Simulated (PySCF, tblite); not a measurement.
# C5H7ClN2Si: geometry, infrared bands and NMR shifts

What infrared bands and NMR shifts should C5H7ClN2Si (`C=Nc1ccn([SiH2]Cl)c1`) show?

Programs: tblite 0.8.0 and PySCF 2.14.0, with density-fitted response routines of our own. Each step states its level of theory. These are calculated values for one molecule in the gas phase, unless marked as measured. Atoms count from 0, in the outputs and in this text.

## (1) Starting geometry

16 atoms, charge 0, multiplicity 1; geometry from: force field or distance geometry start.

Bonds of the start (Å): C0–N1 1.28, N1–C2 1.43, C2–C3 1.40, C3–C4 1.38, C4–N5 1.34, N5–Si6 1.79, Si6–Cl7 2.08, N5–C8 1.36, C8–C2 1.37, C0–H9 1.10, C0–H10 1.10, C3–H11 1.08, C4–H12 1.08, Si6–H13 1.49, Si6–H14 1.49, C8–H15 1.07.

## (2) Geometry optimisation with GFN2-xTB

What the job is given:

```
{"job": {"kind": "relax", "xc": "GFN2-xTB", "basis": "xTB"}, "charge": 0, "multiplicity": 1}
C     -3.225400    -0.726000     0.611800
N     -2.291600    -1.108500    -0.173800
C     -1.039600    -0.421100    -0.226900
C     -0.915500     0.921600    -0.590300
C      0.427900     1.244700    -0.530300
N      1.117300     0.147600    -0.169700
Si     2.900400     0.107400     0.019800
Cl     3.539700    -1.540900     1.118000
C      0.235300    -0.867200     0.021800
H     -3.144300     0.158400     1.265500
H     -4.160000    -1.315400     0.603800
H     -1.686400     1.625800    -0.853100
H      0.817700     2.230200    -0.757300
H      3.600700     0.019300    -1.291800
H      3.346300     1.395700     0.609900
H      0.469900    -1.862700     0.331300
```

Run with:

```console
$ OMP_NUM_THREADS=1 python probes_run.py task.json out
```

One launch serves the whole session: the jobs run in the order shown.

**Question.** This job is followed by: GFN2-xTB harmonic vibrations, gas phase; GIAO PBE0/pcSseg-1 NMR shielding, non-relativistic, gas phase. Predict these results of the whole session: strongest single infrared mode (GFN2-xTB); zero-point energy (GFN2-xTB); ¹³C shifts against TMS (PBE0/pcSseg-1); ¹H shifts against TMS (PBE0/pcSseg-1, means over atoms taken as alike); ¹⁵N shifts against NH3 (PBE0/pcSseg-1); ²⁹Si shifts against TMS (PBE0/pcSseg-1); ³⁵Cl shifts against HCl (PBE0/pcSseg-1); surface potential, 1st and 99th percentile.

The runs gave:

| quantity | value |
| --- | --- |
| strongest single infrared mode (GFN2-xTB) | 718 cm⁻¹, 565 km/mol |
| zero-point energy (GFN2-xTB) | 68.0 kcal/mol |
| ¹³C shifts against TMS (PBE0/pcSseg-1) | 147.1, 145.7, 130.4, 124.1, 106.4 ppm |
| ¹H shifts against TMS (PBE0/pcSseg-1, means over atoms taken as alike) | 7.96, 7.30, 7.20, 6.89, 6.57, 5.80 ppm |
| ¹⁵N shifts against NH3 (PBE0/pcSseg-1) | 380.7, 170.6 ppm |
| ²⁹Si shifts against TMS (PBE0/pcSseg-1) | -20.2 ppm |
| ³⁵Cl shifts against HCl (PBE0/pcSseg-1) | -37 ppm |
| surface potential, 1st and 99th percentile | -1.67 V and 1.66 V |

**Reading.** Over 87 steps the energy fell by 0.434 eV; of the close pairs, Si6–Cl7 changed most, 2.081 to 1.997 Å. All 42 modes are real, so the xTB geometry is a minimum. The strongest single mode, at 718 cm⁻¹, moves mainly H13 and H14. GFN2-xTB is a fitted tight-binding method: band positions and strengths are rough. Its intensities can rank the bands wrongly. At PBE0/pcSseg-1: The largest span, 762 ppm, is at N1, where the paramagnetic term is -439 ppm. NICS(1)zz of -25 ppm above the planar ring from C2 marks a diatropic (aromatic) ring current. At PBE0/pcSseg-1, counted by nearest atom on the grid, the HOMO lies on C8 26 %; C2, C4 about 19 % each, the LUMO on C0 28 %; N1 23 %.
